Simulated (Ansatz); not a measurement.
# Ni3Ge (Pm-3m): fixed-spin-moment curve, by script

Aim: a fixed-spin-moment curve, for Ni3Ge (Pm-3m), run from a script.

All numbers are computed with Ansatz 0.2.0 through its Python package. Level of theory: DFT r2SCAN+D4, plane waves, PAW.

**1. The system**

The structure is cubic, space group Pm-3m (No. 221). The conventional cell has a = 3.530 Å, b = 3.530 Å, c = 3.530 Å, α = 90.00°, β = 90.00°, γ = 90.00°. Around Ni (site symmetry 4/mmm) lie 8 Ni at 2.50 Å and 4 Ge at 2.50 Å. Around Ge (site symmetry m-3m) lie 12 Ni at 2.50 Å.

No structure file is read: the coordinates are typed or built in the script.

**2. Script**

fsm_ni3ge.py reads:

```python
"""Fixed-spin-moment curve of Ni3Ge."""

import ansatz as az
from ase import Atoms


def main() -> None:
    atoms = Atoms(
        ["Ni", "Ni", "Ni", "Ge"],
        scaled_positions=[
            (0.5, 0.0, 0.5),
            (0.0, 0.5, 0.5),
            (0.5, 0.5, 0.0),
            (0.0, 0.0, 0.0),
        ],
        cell=[
            (3.530334, 0.0, 0.0),
            (0.0, 3.530334, 0.0),
            (0.0, 0.0, 3.530334),
        ],
        pbc=True,
    )
    crystal = az.Crystal.from_ase(atoms)

    model = (
        crystal.calculation()
        .functional("r2SCAN", dispersion="D4")
        .pseudopotentials("paw")
        .kpoints(7, 7, 7, shift=0.5)
        .occupations("Fermi-Dirac", width=0.2)
    )
    # a hard lock holds the total moment, with one Fermi level a spin
    rows = []
    for total in [0.0, 1.3, 2.7, 4.0, 5.4]:
        report = model.spin("collinear", total=total, lock="hard").run(threads=1, backend="cpu").report
        up, down = report["spin_fermi_energies_ev"]
        rows.append((total, report["free_energy_ev"], up - down, report["absolute_magnetization_mub"]))
    reference = rows[0][1]
    rows = [(m, 1000 * (e - reference), split, size) for m, e, split, size in rows]
    lines = [",".join(["total muB", "F - F(0) meV", "EF up - down eV", "absolute muB"])] + [",".join(f"{v:.4f}" if isinstance(v, float) else str(v) for v in row) for row in rows]
    print("\n".join(lines))
    with open("fsm.csv", "w") as handle:
        handle.write("\n".join(lines) + "\n")
    best = min(rows, key=lambda row: row[1])
    print(f"lowest at {best[0]} muB per cell, {best[1]:.1f} meV against the first point")


if __name__ == "__main__":
    main()
```

**3. What the engine is handed**

The engine receives this input (first run):

```yaml
crystal:
  lattice:
    - [3.530334, 0.0, 0.0]
    - [0.0, 3.530334, 0.0]
    - [0.0, 0.0, 3.530334]
  atoms:
    - { symbol: Ni, position: [0.5, 0.0, 0.5] }
    - { symbol: Ni, position: [0.0, 0.5, 0.5] }
    - { symbol: Ni, position: [0.5, 0.5, 0.0] }
    - { symbol: Ge, position: [0.0, 0.0, 0.0] }
kpoints:
  mp_grid:
    grid: [7, 7, 7]
    shift: [0.5, 0.5, 0.5]
hamiltonian:
  xc: r2scan
  dispersion: d4
  pseudopotentials:
    kind: paw
magnetization:
  spin_polarized: true
  initial_magnetization: 0.0
  spin_locking:
    lock_magnetization: hard
scf:
  occupations:
    method: fermi_dirac
    width: 0.2
```

**4. Launch**

Launch:

```bash
$ python fsm_ni3ge.py
```

The log of the run:

```text
DeckWarning: basis.ecutwfc = 500 eV, auto-derived from the records' recommended cutoffs: set by Ni (their level for a meta-GGA)
RunWarning: this spin-polarised run has no starting moment large enough to seed its density, and nothing else in its deck makes the two spin channels differ, so an SCF from that start keeps the magnetisation at zero until it first converges, unless a state found ahead of a linear-response series gives it moments [...]
DeckWarning: This run holds its total moment fixed (magnetization.spin_locking.lock_magnetization: hard) and mixes its density by anderson or broyden (scf.mixing.algorithm, typed or taken by auto). Slabs with a fixed moment have converged under broyden above another state at the same moment, at the default mixing [...]
total muB,F - F(0) meV,EF up - down eV,absolute muB
0.0000,0.0000,0.0000,0.0000
1.3000,108.1287,0.3946,1.5456
2.7000,646.5083,1.2407,2.8458
4.0000,1924.2442,2.6122,4.0177
5.4000,4388.5240,4.3943,5.4009
lowest at 0.0 muB per cell, 0.0 meV against the first point
```

(Warnings from the package without file and line, shortened.)

Run time: 2.2 min. Hardware: 1 thread of Arm Neoverse V1, shared host; peak memory 0.57 GiB.

**5. What changed from run to run**

The engine's inputs for some of the other runs:

Run 2, against run 1:

```diff
@@ -22 +22 @@
-  initial_magnetization: 0.0
+  initial_magnetization: 1.3
```

Run 3, against run 1:

```diff
@@ -22 +22 @@
-  initial_magnetization: 0.0
+  initial_magnetization: 2.7
```

Run 5, against run 1:

```diff
@@ -22 +22 @@
-  initial_magnetization: 0.0
+  initial_magnetization: 5.4
```

**6. What each run gave**

From the records of these 5 runs:

| run | total moment held (μB) | energy from run 1 (meV/atom) | moment (μB/cell) | SCF cycles | CPU time (s) |
| --- | --- | --- | --- | --- | --- |
| 1 | 0.0 | 0.00 | 0.00 | 11 | 25 |
| 2 | 1.3 | 27.03 | 1.30 | 18 | 22 |
| 3 | 2.7 | 161.63 | 2.70 | 18 | 24 |
| 4 | 4.0 | 481.06 | 4.00 | 20 | 27 |
| 5 | 5.4 | 1097.13 | 5.40 | 21 | 31 |

Energies are free energies F = E - TS of the smeared occupations. 

**7. What came out**

```
                            quantity             value
                       runs compared                 5
                     range of energy  1097.13 meV/atom
lowest point, total moment held (μB)               0.0
```

What this shows: The lowest point lies at 0 μB a cell, the first of the scan; at 5.4 μB the energy is 4389 meV above the lowest. Notes:
- The mesh is modest for a metal, so energies can be off by several to tens of meV an atom and pressures by half a GPa or more; differences at equal mesh fare better.
- The smearing is wide enough that free energy and stress hold a thermal part of the electrons.
- r2SCAN tends to overestimate the moments of itinerant magnets.
- The structure comes from a database of computed cells and needn't be a stable or known phase.
- Only points where the Fermi levels of the two spins meet (minima, maxima and zero moment) are free solutions; a shallow minimum can lie between the points.
